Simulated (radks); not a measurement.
# Rb⁺ in [Kr]: an all-electron calculation

The task here is to estimate one member of a computed series from the others.

Program: radks (a radial shooting solver on a logarithmic mesh, Libxc functionals) version 1. Level of theory: Dirac Kohn-Sham, PBE, spin-unpolarised, spherical densities, point nucleus. These are calculated values, not measurements, unless marked.

### The atom as given

| Item | Value |
| --- | --- |
| element | rubidium (Z = 37) |
| charge | +1 |
| electrons | 36 |
| configuration | [Kr] |

The outer shells:

Rb⁺
```
[Ar] core
3d [↑↓][↑↓][↑↓][↑↓][↑↓]
4s [↑↓]
4p [↑↓][↑↓][↑↓]
```

The first run:

Settings of this run:

```text
Z 37
configuration [Kr] 5s0 4d0
relativity Dirac
functional pbe,pbe
spin unpolarised
j_filling energy
nucleus point
c 137.035999084
```

Run with:

```bash
> python run_ks.py task.json out
```

This one command runs every case of the session in turn.

One of the session's tables, all rows but one given; the rest of the session is left out.

It belongs to the step «Orbitals and density». From the orbitals of this run (lengths in bohr):

```
level      <r>  outermost maximum (interpolated)  90 % within  nodes
1s1/2  0.04029                            0.0263       0.0721      0
2s1/2   0.1776                             0.150        0.275      1
2p1/2   0.1523                             0.117        0.249      0
2p3/2   0.1563                             0.121        0.255      0
3s1/2   0.5104                             0.451        0.758      2
3p1/2        ?                                 ?            ?      ?
3p3/2   0.5221                             0.449        0.794      1
3d3/2   0.5231                             0.392        0.852      0
3d5/2   0.5269                             0.394        0.858      0
4s1/2    1.454                              1.26         2.14      3
4p1/2    1.690                              1.41         2.56      2
4p3/2    1.727                              1.44         2.61      2
```

Q: Estimate the row for 3p1/2 from the others.

As computed: <r>: 0.5116; outermost maximum (interpolated): 0.441; 90 % within: 0.779; nodes: 1. In the column «<r>» it lies between 3s1/2 (0.5104) and 3p3/2 (0.5221).
